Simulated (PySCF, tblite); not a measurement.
# C4H11F3N2Si: geometry, infrared bands and NMR shifts

Aim: predict the infrared bands and NMR shifts of C4H11F3N2Si (`CCN[Si@@H](NC)C(F)(F)F`).

The runs use tblite 0.8.0 and PySCF 2.14.0, with density-fitted response routines of our own; the level of theory stands in each step. All values are computed, except where a source is named. Atoms count from 0, in the outputs and in this text.

**1. Starting geometry**

21 atoms, charge 0, multiplicity 1; geometry from: force field or distance geometry start.

Bonds of the start (Å): C0–C1 1.53, C1–N2 1.40, N2–Si3 1.77, Si3–N4 1.77, N4–C5 1.47, Si3–C6 1.88, C6–F7 1.36, C6–F8 1.37, C6–F9 1.40, C0–H10 1.11, C0–H11 1.10, C0–H12 1.10, C1–H13 1.11, C1–H14 1.12, N2–H15 1.03, Si3–H16 1.47, N4–H17 1.06, C5–H18 1.11, C5–H19 1.09, C5–H20 1.12.

**2. Geometry optimisation with GFN2-xTB**

Job settings and geometry (Å):

```
{"job": {"kind": "relax", "xc": "GFN2-xTB", "basis": "xTB"}, "charge": 0, "multiplicity": 1}
C      2.440500    -1.141700    -0.363100
C      1.974700    -0.108500     0.669600
N      1.228600     0.951100     0.135800
Si    -0.283600     0.555100    -0.699100
N     -0.932000    -1.062200    -0.400100
C     -2.364600    -1.053600    -0.082400
C     -1.497700     1.918200    -0.239700
F     -2.636300     1.460100     0.334600
F     -1.687900     2.706200    -1.345200
F     -0.905500     2.737700     0.724700
H      2.435500    -0.674200    -1.372500
H      3.464700    -1.448900    -0.098400
H      1.728100    -1.978600    -0.310600
H      1.500000    -0.616600     1.540900
H      2.922600     0.329100     1.081600
H      1.778600     1.694600    -0.327900
H     -0.045500     0.702700    -2.138200
H     -0.886800    -1.613400    -1.302200
H     -2.525200    -0.744200     0.969300
H     -2.946100    -0.498000    -0.825100
H     -2.770800    -2.097800    -0.129300
```

Started as:

```console
$ OMP_NUM_THREADS=1 python probes_run.py task.json out
```

The driver reads the jobs from task.json and runs them one after another.

**Question.** This job is followed by: GFN2-xTB harmonic vibrations, gas phase; GIAO PBE0/pcSseg-1 NMR shielding, non-relativistic, gas phase. Predict these results of the whole session: strongest single infrared mode (GFN2-xTB); zero-point energy (GFN2-xTB); ¹³C shifts against TMS (PBE0/pcSseg-1); ¹H shifts against TMS (PBE0/pcSseg-1, means over atoms taken as alike); ¹⁵N shifts against NH3 (PBE0/pcSseg-1); ²⁹Si shifts against TMS (PBE0/pcSseg-1); ¹⁹F shifts against CFCl3 (PBE0/pcSseg-1, means over atoms taken as alike); surface potential, 1st and 99th percentile.

**Answer**, as computed:

| quantity | value |
| --- | --- |
| strongest single infrared mode (GFN2-xTB) | 2165 cm⁻¹, 280 km/mol |
| zero-point energy (GFN2-xTB) | 98.4 kcal/mol |
| ¹³C shifts against TMS (PBE0/pcSseg-1) | 137.6, 40.6, 29.5, 22.8 ppm |
| ¹H shifts against TMS (PBE0/pcSseg-1, means over atoms taken as alike) | 5.43, 3.14, 2.89, 2.47, 1.10, 0.72, 0.28 ppm |
| ¹⁵N shifts against NH3 (PBE0/pcSseg-1) | 42.3, 20.5 ppm |
| ²⁹Si shifts against TMS (PBE0/pcSseg-1) | -40.8 ppm |
| ¹⁹F shifts against CFCl3 (PBE0/pcSseg-1, means over atoms taken as alike) | -82.4 ppm |
| surface potential, 1st and 99th percentile | -1.22 V and 1.60 V |

Over 165 steps the energy fell by 1.328 eV; of the close pairs, N2–Si3 changed most, 1.772 to 1.707 Å. All 57 modes are real, so the xTB geometry is a minimum. The strongest single mode, at 2165 cm⁻¹, moves mainly H16. GFN2-xTB is a fitted tight-binding method: band positions and strengths are rough. Its intensities can rank the bands wrongly. At PBE0/pcSseg-1: The widest tensor belongs to F7, F8, F9: span 186 ppm, with a paramagnetic part of -222 ppm.
